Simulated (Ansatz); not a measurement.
# H₅NOSiSn: small, medium and large basis sets

Aim: see how fast density functionals converge with the basis set for H₅NOSiSn.

Computed with Ansatz 0.2.0, Gaussian basis. Level: one geometry, several basis sets.

Levels to be run: PBE0-D4/def2-SVP; ωB97M-V/def2-SVP; PBE0-D4/def2-QZVPP; ωB97M-V/def2-QZVPP; the functionals' def2-TZVPP values are taken from earlier runs.

## Step 1: The relaxed structure

An earlier PBE0-D4 in a triple-zeta def2 set relaxation fixed the geometry. Sn takes the def2 core potential; no spin-orbit term is included.

SMILES `[NH2][Sn][O][SiH3]`, 9 atoms, charge 0, spin multiplicity 1.

Atoms are counted from 1 here; the program's logs count them from 0.

Bond lengths: N1–Sn2 2.011 Å, N1–H5 1.010 Å, N1–H6 1.008 Å, Sn2–O3 1.989 Å, O3–Si4 1.623 Å, Si4–H7 1.496 Å, Si4–H8 1.489 Å, Si4–H9 1.489 Å. Angles: Sn2–N1–H5 124.3°, Sn2–N1–H6 124.2°, H5–N1–H6 111.5°, N1–Sn2–O3 95.2°, Sn2–O3–Si4 144.0°, O3–Si4–H7 112.1°, O3–Si4–H8 110.7°, O3–Si4–H9 110.7°, H7–Si4–H8 107.4°, H7–Si4–H9 107.4°, H8–Si4–H9 108.5°.

## Step 2: PBE0-D4 in def2-SVP

The input, in.yaml:

```yaml
crystal:
  periodic: [false, false, false]
  atoms:
    - {symbol: N, position_ang: [-0.671372, 1.493578, -1.238151]}
    - {symbol: Sn, position_ang: [0.551793, 0.169584, -2.130172]}
    - {symbol: O, position_ang: [0.832684, -0.940299, -0.503375]}
    - {symbol: Si, position_ang: [0.448496, -1.088777, 1.066852]}
    - {symbol: H, position_ang: [-0.946626, 1.449691, -0.267609]}
    - {symbol: H, position_ang: [-1.089468, 2.283021, -1.705854]}
    - {symbol: H, position_ang: [-0.480855, -0.008649, 1.522386]}
    - {symbol: H, position_ang: [1.668957, -1.012682, 1.916496]}
    - {symbol: H, position_ang: [-0.225110, -2.391966, 1.322127]}
basis:
  gaussian: {orbitals: def2-SVP}
hamiltonian: {xc: pbe0, dispersion: d4}
output: {orbitals: {seedname: orbitals}}
```

After this run come: ωB97M-V in def2-SVP; PBE0-D4 in def2-QZVPP; ωB97M-V in def2-QZVPP.

Q: Predict the results of all the runs planned. Wanted: PBE0-D4: double and triple zeta above quadruple; ωB97M-V: double and triple zeta above quadruple.

The runs gave:

| quantity | value |
| --- | --- |
| PBE0-D4: double and triple zeta above quadruple | 8.31, 0.56 eV |
| ωB97M-V: double and triple zeta above quadruple | 8.45, 0.53 eV |

**Reading.** PBE0-D4 gains 7.75 eV from double to triple zeta, then 0.56 eV more. These are total energies; as a rule much of such shifts cancels in differences, which this series doesn't test.
